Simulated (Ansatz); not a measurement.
# N2 on HfC (100)

The task, for HfC: find where and how strongly N2 adsorbs.

Computed with Ansatz 0.2.0 (DFT PBEsol, scalar-relativistic, plane waves, PAW, unless a step's input says otherwise).

2 further runs of the same task are left out: 2 set aside as unsound or not needed.

## (1) The system as given

It takes space group P4mm (No. 99, tetragonal). Conventional cell: a = 3.258 Å, b = 3.258 Å, c = 23.911 Å, α = 90.00°, β = 90.00°, γ = 90.00°. Hf (site symmetry 4mm) is surrounded by 5 C at 2.30 Å. C (site symmetry 4mm) has 5 Hf at 2.30 Å as nearest neighbours. Around Hf (site symmetry 4mm) lie 6 C at 2.30 Å. C (site symmetry 4mm) has 6 Hf at 2.27 to 2.30 Å as nearest neighbours. Hf (site symmetry 4mm) has 6 C at 2.27 to 2.33 Å as nearest neighbours. C (site symmetry 4mm) has 6 Hf at 2.21 to 2.30 Å as nearest neighbours. Around Hf (site symmetry 4mm) lie 5 C at 2.21 to 2.31 Å. C (site symmetry 4mm) is surrounded by 5 Hf at 2.31 to 2.33 Å.

Structure file:

```cif
data_structure
_symmetry_space_group_name_H-M 'P4mm'
_symmetry_Int_Tables_number 99
_cell_length_a 3.2579
_cell_length_b 3.2579
_cell_length_c 23.9110
_cell_angle_alpha 90.000
_cell_angle_beta 90.000
_cell_angle_gamma 90.000
_cell_volume 253.78
loop_
_atom_site_label
_atom_site_type_symbol
_atom_site_symmetry_multiplicity
_atom_site_Wyckoff_symbol
_atom_site_fract_x
_atom_site_fract_y
_atom_site_fract_z
_atom_site_occupancy
Hf1 Hf 1 a 0.00000 0.00000 0.35549 1
C1 C 1 b 0.50000 0.50000 0.35549 1
Hf2 Hf 1 b 0.50000 0.50000 0.45183 1
C2 C 1 a 0.00000 0.00000 0.45183 1
Hf3 Hf 1 a 0.00000 0.00000 0.54680 1
C3 C 1 b 0.50000 0.50000 0.54802 1
Hf4 Hf 1 b 0.50000 0.50000 0.64055 1
C4 C 1 a 0.00000 0.00000 0.64435 1
```

Miller indices refer to the conventional cell of the relaxed bulk, Fm-3m (No. 225): a = 4.607 Å, b = 4.607 Å, c = 4.607 Å, α = 90.00°, β = 90.00°, γ = 90.00°.

This (100) slab, 6.9 Å thick as cut, with 17 Å of vacuum; its outer planes are HfC (top) and HfC (bottom), was relaxed beforehand with its lower half held: -63384.1294 eV, work function 4.08 eV (top face), 3.74 eV (bottom face), dipole along +c -0.020 e·Å per cell.

## (2) N2 put at a hollow (nearest C) site

input.yaml reads:

```yaml
crystal:
  lattice:
    - [3.2578677675, 0.0, 0.0]
    - [0.0, 3.2578677675, 0.0]
    - [0.0, 0.0, 27.0109811718]
  atoms:
    - { symbol: Hf, position: [0.0, 0.0, 0.3146868285] }
    - { symbol: C, position: [0.5, 0.5, 0.3146868285] }
    - { symbol: Hf, position: [0.5, 0.5, 0.3999728971] }
    - { symbol: C, position: [0.0, 0.0, 0.3999728971] }
    - { symbol: Hf, position: [0.0, 0.0, 0.4840481001] }
    - { symbol: C, position: [0.5, 0.5, 0.4851249097] }
    - { symbol: Hf, position: [0.5, 0.5, 0.5670325145] }
    - { symbol: C, position: [0.0, 0.0, 0.5703964356] }
    - { symbol: "N", position: [1.0, 0.5, 0.6451808349] }
    - { symbol: "N", position: [1.0, 0.5, 0.6859050127] }
basis:
  ecutwfc: 420
kpoints:
  mp_grid: { grid: [9, 9, 1] }
hamiltonian:
  xc: pbesol
scf:
  occupations: { method: gaussian, width: 0.1 }
output:
  forces: true
  eigenvalues: true
relax:
  adjacent_minimum: "off"
  f_tol: 0.03
  max_steps: 70
  constraints: [{ sites: [0, 1, 2, 3] }]
efield:
  axis: 3
  dipole_correction: true
```

Further runs follow: start: N2, bridge (Hf-C).

**Question.** What will these runs give? Wanted: N2: lowest end.

**Answer**, as computed:

| quantity | value |
| --- | --- |
| N2: lowest end | E_ads -0.38 eV, from the bridge (Hf-C) start, 1 bonded, 2.29 Å high |

What this shows: The strongest binding of N2 is 0.38 eV, as in physisorption or a weak bond; the ends span 0.42 eV. On the way to the lowest end the anchoring atom slid 1.2 Å from where it was put. It raises the work function by 0.57 eV, as a dipole layer with its negative end outwards does. A start on a symmetric site keeps its symmetry, so an end may be a saddle point and not a minimum. The runs treat Hf without spin-orbit coupling.
